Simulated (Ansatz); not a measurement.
# Mg3ZrN: the cost of one run

Computed with Ansatz 0.2.0 (DFT PBE, scalar-relativistic, plane waves, PAW, unless a step's input says otherwise).

## 1. Starting point

Symmetry: P4/mmm, No. 123, tetragonal system. The conventional cell has a = 3.388 Å, b = 3.388 Å, c = 6.702 Å, α = 90.00°, β = 90.00°, γ = 90.00°. Mg (site symmetry 4/mmm) is surrounded by 8 Mg at 2.80 Å. Around Mg (site symmetry 4mm) lie 1 Zr at 1.90 Å. Around Zr (site symmetry 4/mmm) lie 2 Mg at 1.90 Å and 4 N at 2.40 Å. N (site symmetry 4/mmm) is surrounded by 4 Zr at 2.40 Å.

Structure file:

```cif
data_structure
_symmetry_space_group_name_H-M 'P 1'
_symmetry_Int_Tables_number 1
_cell_length_a 3.3876
_cell_length_b 3.3876
_cell_length_c 6.7021
_cell_angle_alpha 90.000
_cell_angle_beta 90.000
_cell_angle_gamma 90.000
_cell_volume 76.91
loop_
_atom_site_label
_atom_site_type_symbol
_atom_site_fract_x
_atom_site_fract_y
_atom_site_fract_z
_atom_site_occupancy
Mg1 Mg 0.00000 0.00000 0.00000 1
Mg2 Mg 0.50000 0.50000 0.21674 1
Mg3 Mg 0.50000 0.50000 0.78326 1
Zr1 Zr 0.50000 0.50000 0.50000 1
N1 N 0.00000 0.00000 0.50000 1
```

The cell is invented: random cell by space group and Wyckoff sites (P4/mmm, No. 123). The dimensions are guesses.

## 2. The guess as it stands, on a coarse mesh

input.yaml

```yaml
crystal:
  lattice:
    - [3.38757446, 0.0, 0.0]
    - [0.0, 3.38757446, 0.0]
    - [0.0, 0.0, 6.70212823]
  atoms:
    - { symbol: Mg, position: [0.0, 0.0, 0.0] }
    - { symbol: Mg, position: [0.5, 0.5, 0.21674102] }
    - { symbol: Mg, position: [0.5, 0.5, 0.78325898] }
    - { symbol: Zr, position: [0.5, 0.5, 0.5] }
    - { symbol: "N", position: [0.0, 0.0, 0.5] }
basis:
  ecutwfc: 420
kpoints:
  mp_grid: { grid: [6, 6, 4] }
hamiltonian:
  xc: pbe
scf:
  occupations: { method: gaussian, width: 0.1 }
  lower_state_search: "off"
output:
  forces: true
  stress: true
  eigenvalues: true
```

Run with:

```sh
> ansatz run input.yaml --threads 1 --pin off --max-ram 2560MiB --backend cpu --events-out ev --progress --plain --runs-dir out
```

**Question.** How long does this run take on 1 thread of Arm Neoverse V1, shared host, and how much memory does it need?

About 3.8 s, with a peak of 0.35 GiB.
